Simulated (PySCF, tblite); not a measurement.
# GeH₃Cl, a small molecule taken as a stand-in for a surface group (germyl): NMR shifts, core binding energies and electronic excitations

What NMR shifts, core binding energies and electronic excitations should one expect for `[Cl][GeH3]`?

Programs: tblite 0.8.0 and PySCF 2.14.0. All values are calculated, for the isolated system unless a continuum is named. Atoms count from 0, parts from 1.

## (1) The system as given

5 atoms, charge 0, multiplicity 1; geometry: distance geometry start.

## (2) Relaxing the cluster with GFN2-xTB

What the job is given:

```
{"job": {"kind": "relax", "xc": "GFN2-xTB", "basis": "xTB"}, "charge": 0, "multiplicity": 1}
Ge    -0.125028     0.010482    -0.005690
Cl     2.035153     0.003957    -0.056605
H     -0.657970     1.455134    -0.127383
H     -0.683378    -0.877630    -1.119911
H     -0.553277    -0.614588     1.342816
```

Level: GFN2-xTB geometry optimisation, gas phase.

Launch:

```sh
OMP_NUM_THREADS=1 python cluster_run.py task.json out
```

This one command runs all jobs of the session in turn.

What it wrote:

```text
step      E/eV     max force
  0    -218.85853    0.909
  1    -218.88125    0.736
  2    -218.92505    0.462
  3    -218.92879    0.219
  4    -218.93058    0.076
  5    -218.93126    0.076
  6    -218.93157    0.080
  7    -218.93235    0.065
  8    -218.93275    0.044
  9    -218.93289    0.020
 10    -218.93291    0.011
 11    -218.93292    0.011
 12    -218.93293    0.013
 13    -218.93294    0.017
 14    -218.93296    0.017
 15    -218.93297    0.008
 16    -218.93297    0.002
```

It took 0.15 s on 1 thread of Arm Neoverse V1, shared host.

The steps of the relaxation:

| step | energy from step 0 (eV) | largest force (eV/Å) |
| --- | --- | --- |
| 0 | 0.0000 | 0.9091 |
| 1 | -0.0227 | 0.7352 |
| 2 | -0.0665 | 0.4628 |
| 3 | -0.0703 | 0.2185 |
| 4 | -0.0720 | 0.0757 |
| 5 | -0.0727 | 0.0758 |
| 6 | -0.0730 | 0.0802 |
| 7 | -0.0738 | 0.0645 |
| 8 | -0.0742 | 0.0444 |
| 9 | -0.0744 | 0.0199 |
| 10 | -0.0744 | 0.0111 |
| 11 | -0.0744 | 0.0102 |
| 12 | -0.0744 | 0.0127 |
| 13 | -0.0744 | 0.0171 |
| 14 | -0.0744 | 0.0174 |
| 15 | -0.0744 | 0.0083 |
| 16 | -0.0744 | 0.0020 |

Distances of close pairs at the start and the end, largest changes first:

| bond | before (Å) | after (Å) | change (Å) |
| --- | --- | --- | --- |
| Ge0–Cl1 | 2.161 | 2.085 | -0.076 |
| Ge0–H4 | 1.547 | 1.500 | -0.047 |
| Ge0–H2 | 1.545 | 1.500 | -0.045 |
| Ge0–H3 | 1.530 | 1.500 | -0.031 |

## (3) Optimising the geometry at PBE0-D3(BJ)/def2-SVP

What the job is given:

```
{"job": {"xc": "PBE0", "basis": "def2-SVP", "d3": "d3bj", "grid": 2, "kind": "geom", "shake": 0.01}, "charge": 0, "multiplicity": 1}
Ge    -0.104270    -0.026679     0.009265
Cl     1.953116     0.011484    -0.081927
H     -0.649152     1.402896    -0.135360
H     -0.617968    -0.839524    -1.123421
H     -0.556777    -0.585002     1.310738
```

What it wrote:

```text
step   0  E = -2538.20692523  max force = 0.040607
step   1  E = -2538.21221327  max force = 0.010536
step   2  E = -2538.21260183  max force = 0.005764
step   3  E = -2538.21268481  max force = 0.001050
step   4  E = -2538.21268832  max force = 0.000126
optimisation converged
```

It took 8.1 s on 1 thread of Arm Neoverse V1, shared host; peak memory 0.33 GiB.

Step by step:

| step | energy from step 0 (eV) | largest force component (eV/Å) |
| --- | --- | --- |
| 0 | 0.0000 | 2.0881 |
| 1 | -0.1439 | 0.5418 |
| 2 | -0.1545 | 0.2964 |
| 3 | -0.1567 | 0.0540 |
| 4 | -0.1568 | 0.0065 |

Distances of close pairs at the start and the end, largest changes first:

| bond | before (Å) | after (Å) | change (Å) |
| --- | --- | --- | --- |
| Ge0–Cl1 | 2.060 | 2.164 | +0.104 |
| Ge0–H3 | 1.486 | 1.534 | +0.048 |
| Ge0–H4 | 1.487 | 1.534 | +0.048 |
| Ge0–H2 | 1.537 | 1.534 | -0.002 |

The final coordinates are the input of the step that follows.

| at the end point | value |
| --- | --- |
| point group (found at 0.08 Å tolerance) | C3v |
| rotational constants (GHz, main isotopes) | 77.972, 4.271, 4.271 |
| dipole moment (D) | 1.97 |

## (4) Shielding tensors: PBE0/pcSseg-2

What the job is given:

```
{"job": {"kind": "nmr", "xc": "PBE0", "basis": "pcSseg-2"}, "charge": 0, "multiplicity": 1}
Ge    -0.063122    -0.002602     0.087013
Cl     2.098962     0.031667     0.001012
H     -0.550087     1.446206    -0.048047
H     -0.554658    -0.871243    -1.078182
H     -0.459182    -0.604025     1.441750
```

With the program's defaults for keys left out, this is: GIAO PBE0/pcSseg-2 NMR shielding, non-relativistic, gas phase.

What it wrote:

```text
coarse grid: 21152 points
cycle   1  E = -2538.6211604261  dE = -7.335e-01  |g| = 1.046e+00  |ddm| = 1.535e+00
cycle   2  E = -2538.5725894880  dE =  4.857e-02  |g| = 1.235e+00  |ddm| = 6.988e-01
cycle   3  E = -2538.6819821532  dE = -1.094e-01  |g| = 9.448e-02  |ddm| = 4.442e-01
cycle   4  E = -2538.6827889265  dE = -8.068e-04  |g| = 1.325e-02  |ddm| = 4.586e-02
cycle   5  E = -2538.6828276135  dE = -3.869e-05  |g| = 2.989e-03  |ddm| = 1.184e-02
cycle   6  E = -2538.6828297106  dE = -2.097e-06  |g| = 4.398e-04  |ddm| = 2.482e-03
final grid: 40904 points
cycle   7  E = -2538.6828364867  dE =  5.566e-09  |g| = 5.667e-04  |ddm| = 9.402e-04
cycle   8  E = -2538.6828364610  dE =  2.565e-08  |g| = 7.101e-04  |ddm| = 9.852e-04
cycle   9  E = -2538.6828365567  dE = -9.565e-08  |g| = 7.295e-05  |ddm| = 5.033e-04
cycle  10  E = -2538.6828365572  dE = -5.180e-10  |g| = 4.725e-06  |ddm| = 3.168e-05
converged SCF energy = -2538.6828365572

GIAO shielding tensors (ppm)
atom      isotropic    diamagn.    paramagn.     s11        s22        s33       span
  0 Ge    1438.192    2754.212   -1316.021   1348.359   1348.540   1617.676    269.317
  1 Cl    1045.073    1147.627    -102.554   1044.181   1044.232   1046.805      2.623
  2 H       26.067      27.577      -1.510     19.388     21.810     37.003     17.615
  3 H       26.069      27.605      -1.536     19.390     21.810     37.008     17.619
  4 H       26.069      27.539      -1.470     19.391     21.809     37.008     17.617
```

It took 8.2 s on 1 thread of Arm Neoverse V1, shared host; peak memory 0.64 GiB.

The references, computed at this level on geometries of the same kind, shield at (ppm): ¹H TMS 31.25, ⁷³Ge GeMe4 1337, ³⁵Cl HCl 941. Their shielding less the atom's gives the shift. The references are single molecules in the gas phase. Atoms listed in one row are averaged.

| atoms | environment | σ (ppm) | δ (ppm) |
| --- | --- | --- | --- |
| H2, H3, H4 | hydrogen on a germanium bonded to Cl | 26.07 | 5.18 |
| Ge0 | germanium bonded to Cl, 3 H | 1438 | -101 |
| Cl1 | chlorine bonded to Ge | 1045 | -104 |

The run also stored atomic charges by several schemes (e):

| atoms | Mulliken | IAO | Hirshfeld | ESP fit |
| --- | --- | --- | --- | --- |
| Ge0 | 0.43 | 0.56 | 0.34 | 0.17 |
| Cl1 | -0.27 | -0.33 | -0.17 | -0.19 |

Mayer bond orders: Ge0–Cl1 1.03.

## (5) X-ray photoelectron lines: SCAN, X2C

Settings changed since step 4:

```diff
@@ -1,2 +1,2 @@
-{"job": {"kind": "nmr", "xc": "PBE0", "basis": "pcSseg-2"}, "charge": 0, "multiplicity": 1}
+{"job": {"kind": "xps", "holes": 5}, "charge": 0, "multiplicity": 1}
 Ge    -0.063122    -0.002602     0.087013
```

Method: delta-SCF UKS SCAN, pcX-2 on the ionised atom, pcseg-1 elsewhere, spin-free X2C.

What it wrote:

```text
ground state, core basis on atom 1 (Cl), 102 functions
  cycle   1  E = -2557.45964451  |g| = 3.07e-01
  cycle   2  E = -2557.43190564  |g| = 4.58e-01
  cycle   3  E = -2557.48102320  |g| = 3.74e-02
  cycle   4  E = -2557.48128988  |g| = 1.34e-02
  cycle   5  E = -2557.48133232  |g| = 2.28e-03
  cycle   6  E = -2557.48132928  |g| = 7.51e-04
  cycle   7  E = -2557.48133255  |g| = 2.25e-04
  E(ground) = -2557.59812698 Eh
hole in Cl 2p of atom 1
  cycle   1  E = -2549.42534476  |g| = 1.71e+00
  cycle   2  E = -2549.53779036  |g| = 1.18e+00
  cycle   3  E = -2549.87902962  |g| = 1.38e-01
  cycle   4  E = -2549.88832728  |g| = 5.14e-02
  cycle   5  E = -2549.89007437  |g| = 7.17e-03
  cycle   6  E = -2549.89011788  |g| = 1.57e-03
  cycle   7  E = -2549.89011836  |g| = 3.05e-04
  E(ion) = -2550.01576587 Eh   <S^2> = 0.7520   hole on atom = 1.001   binding energy = 206.327 eV
  2p3/2 = 205.736 eV   2p1/2 = 207.390 eV
```

Wall time 2.2 s (1 thread of Arm Neoverse V1, shared host); peak memory 0.4 GiB.

The holes in one table. −ε is the ground-state orbital energy:

| hole | stands for | environment | ΔSCF (eV; 2p as the shell's mean) | −ε (eV) | ⟨S²⟩ |
| --- | --- | --- | --- | --- | --- |
| Cl2p on Cl1 | Cl1 | chlorine bonded to Ge | 206.29 | 193.2 | 0.752 |

With the spin-orbit splitting: Cl1 2p3/2 205.74, 2p1/2 207.39 eV. The table gives each 2p level as the mean over the whole 2p shell (two parts 2p3/2, one part 2p1/2), which differs a little from the single hole in the log.

## (6) Excited states and response: CAM-B3LYP/def2-SVPD

Settings changed since step 5:

```diff
@@ -1,2 +1,2 @@
-{"job": {"kind": "xps", "holes": 5}, "charge": 0, "multiplicity": 1}
+{"job": {"kind": "uv", "xc": "CAM-B3LYP", "basis": "def2-SVPD", "nstates": 6, "ntriplets": 2, "ip": true}, "charge": 0, "multiplicity": 1}
 Ge    -0.063122    -0.002602     0.087013
```

With the program's defaults for keys left out, this is: TDDFT CAM-B3LYP/def2-SVPD, vertical, gas phase, core orbitals frozen in the response.

What it wrote:

```text
coarse grid: 21152 points
cycle   1  E = -2538.7279037509  dE = -6.895e-01  |g| = 4.677e-01  |ddm| = 2.127e+00
cycle   2  E = -2538.7306694284  dE = -2.766e-03  |g| = 4.986e-01  |ddm| = 8.031e-01
cycle   3  E = -2538.7657124669  dE = -3.504e-02  |g| = 1.241e-02  |ddm| = 4.119e-01
cycle   4  E = -2538.7657657179  dE = -5.325e-05  |g| = 7.047e-03  |ddm| = 4.395e-02
cycle   5  E = -2538.7657811353  dE = -1.542e-05  |g| = 1.189e-03  |ddm| = 1.087e-02
cycle   6  E = -2538.7657815147  dE = -3.793e-07  |g| = 2.459e-04  |ddm| = 2.395e-03
final grid: 40904 points
cycle   7  E = -2538.7657565748  dE = -1.833e-08  |g| = 2.127e-04  |ddm| = 8.095e-04
cycle   8  E = -2538.7657565782  dE = -3.436e-09  |g| = 1.885e-04  |ddm| = 3.796e-04
cycle   9  E = -2538.7657565829  dE = -4.690e-09  |g| = 1.349e-05  |ddm| = 1.617e-04
cycle  10  E = -2538.7657565830  dE = -5.139e-11  |g| = 4.818e-06  |ddm| = 2.116e-05
converged SCF energy = -2538.7657565830

Static polarisability (au): isotropic 46.232, principal 42.364 42.367 53.967

Singlet excitations
state   eV       nm        f      main configurations
  1   6.8512    181.0   0.01888   H->L 0.88
  2   6.8516    181.0   0.01890   H-1->L 0.88
  3   7.9569    155.8   0.00669   H->L+1 0.90
  4   7.9571    155.8   0.00667   H-1->L+1 0.90
  5   8.6726    143.0   0.00000   H-1->L+2 0.47, H->L+3 0.47
  6   8.7151    142.3   0.00189   H-3->L 0.80

Triplet excitations (Tamm-Dancoff, eV): 6.3757 6.3759
Vertical ionisation energy (delta-SCF) = 11.3920 eV
```

Wall time 7.7 s (1 thread of Arm Neoverse V1, shared host); peak memory 0.4 GiB.

Frontier orbitals and where they lie:

| orbital | eV | atoms |
| --- | --- | --- |
| HOMO−3 | -12.14 | Ge0 37 %, Cl1 23 %, H2 23 % |
| HOMO−2 | -12.07 | Cl1 66 %, Ge0 23 % |
| HOMO−1 | -10.19 | Cl1 72 %, Ge0 14 %, H4 8 % |
| HOMO | -10.19 | Cl1 72 %, Ge0 14 %, H2 9 % |
| LUMO | 0.21 | Ge0 41 %, Cl1 26 %, H4 11 % |
| LUMO+1 | 0.78 | Ge0 56 %, Cl1 15 %, H2 10 % |
| LUMO+2 | 1.91 | Ge0 57 %, H3 13 %, H4 13 % |

With each of the 6 states as a Gaussian band of 0.4 eV half-width at 1/e, the curve within the window shown has maxima at 181 nm (ε 1,500), 156 nm (ε 540) L/(mol cm). Beyond the last state computed it falls off for lack of states. The curve at chosen wavelengths:

```csv
nm,ε (L/mol/cm)
138,44
140,66
143,94
145,116
148,197
150,294
152,407
155,530
157,539
160,445
162,352
164,279
167,274
169,367
172,650
174,902
176,1159
179,1450
181,1527
184,1444
186,1281
188,1067
191,730
193,530
196,300
198,194
```

Further results of this job:

| property | computed |
| --- | --- |
| dipole moment (D) | 2.13 |
| polarisability (Å³) | 6.85 |
| HOMO–LUMO gap (eV) | 10.41 |
| −ε(HOMO) (eV) | 10.19 |

## (7) Outcome

| quantity | value |
| --- | --- |
| point group | C3v |
| rotational constants (main isotopes) | 77.97, 4.27, 4.27 GHz |
| ¹H shifts against TMS (PBE0/pcSseg-2, means over atoms taken as alike) | 5.18 ppm |
| ⁷³Ge shifts against GeMe4 (PBE0/pcSseg-2) | -101 ppm |
| ³⁵Cl shifts against HCl (PBE0/pcSseg-2) | -104 ppm |
| Cl2p binding energies, SCAN/pcX-2 | Cl1 206.29 eV |
| lowest singlet (CAM-B3LYP/def2-SVPD) | 6.85 eV (181 nm), f = 0.019 |
| brightest single state of those computed | state 2, 6.85 eV, f = 0.019 |
| lowest triplet | 6.38 eV |
| vertical ionisation energy (ΔSCF) | 11.39 eV |

Relaxing lowered the energy by 0.157 eV in 4 steps; the close pair that moved most is Ge0–Cl1, from 2.060 to 2.164 Å (PBE0/def2-SVP). At PBE0/pcSseg-2: The widest tensor belongs to Ge0: span 269 ppm, with a paramagnetic part of -1316 ppm. The lowest singlet, at 6.85 eV, is HOMO→LUMO 0.88 and is weak; of the 6 states computed, the strongest absorption comes from states 1 to 2 together at 6.85 eV. The lowest triplet lies 0.48 eV below the lowest singlet (triplets in Tamm-Dancoff, singlets in full TDDFT). ΔSCF puts the ionisation energy at 11.39 eV, 1.20 eV above −ε(HOMO). Spin-orbit coupling is left out, which matters for shieldings and couplings at and beside the heavy atoms.
